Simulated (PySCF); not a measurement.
# C3H9NSi: the cost of one run

Computed with PySCF 2.14.0, with density-fitted response routines of our own, on a single molecule in the gas phase. Atoms count from 0, in the outputs and in this text.

## 1. The starting structure

14 atoms, charge 0, multiplicity 1; geometry from: GFN2-xTB. The atoms were then displaced at random by about 0.01 Å, so the start is not that level's minimum.

Bonds of the start (Å): C0–C1 1.56, C1–N2 1.44, N2–Si3 1.77, Si3–C4 1.92, C4–C0 1.51, C0–H5 1.08, C0–H6 1.09, C1–H7 1.10, C1–H8 1.11, N2–H9 1.00, Si3–H10 1.45, Si3–H11 1.45, C4–H12 1.08, C4–H13 1.08.

## 2. Relaxing the molecule at PBE0-D3(BJ)/def2-SVP

Job settings and geometry (Å):

```
{"job": {"xc": "PBE0", "basis": "def2-SVP", "d3": "d3bj", "grid": 1, "shake": 0.01, "kind": "geom"}, "charge": 0, "multiplicity": 1}
C     -0.505700    -1.092300     0.343410
C     -1.321940     0.173140    -0.057880
N     -0.448260     1.301270     0.146490
Si     1.269570     0.947170    -0.058930
C      0.884100    -0.923220    -0.231480
H     -1.024630    -1.966750    -0.021450
H     -0.464150    -1.114490     1.428460
H     -1.618360     0.111330    -1.111240
H     -2.216940     0.292680     0.579590
H     -0.857580     2.203210     0.041320
H      1.972920     1.329010     1.153740
H      1.878720     1.488300    -1.256090
H      0.876970    -1.206320    -1.278360
H      1.568100    -1.558110     0.314670
```

Launch:

```console
$ OMP_NUM_THREADS=1 python probes_run.py task.json out
```

One launch serves the whole session: the jobs run in the order shown.

Q: Estimate the wall time and peak memory of this first job on 1 thread of Arm Neoverse V2, shared host.

About 26 s, with a peak of 0.49 GiB.
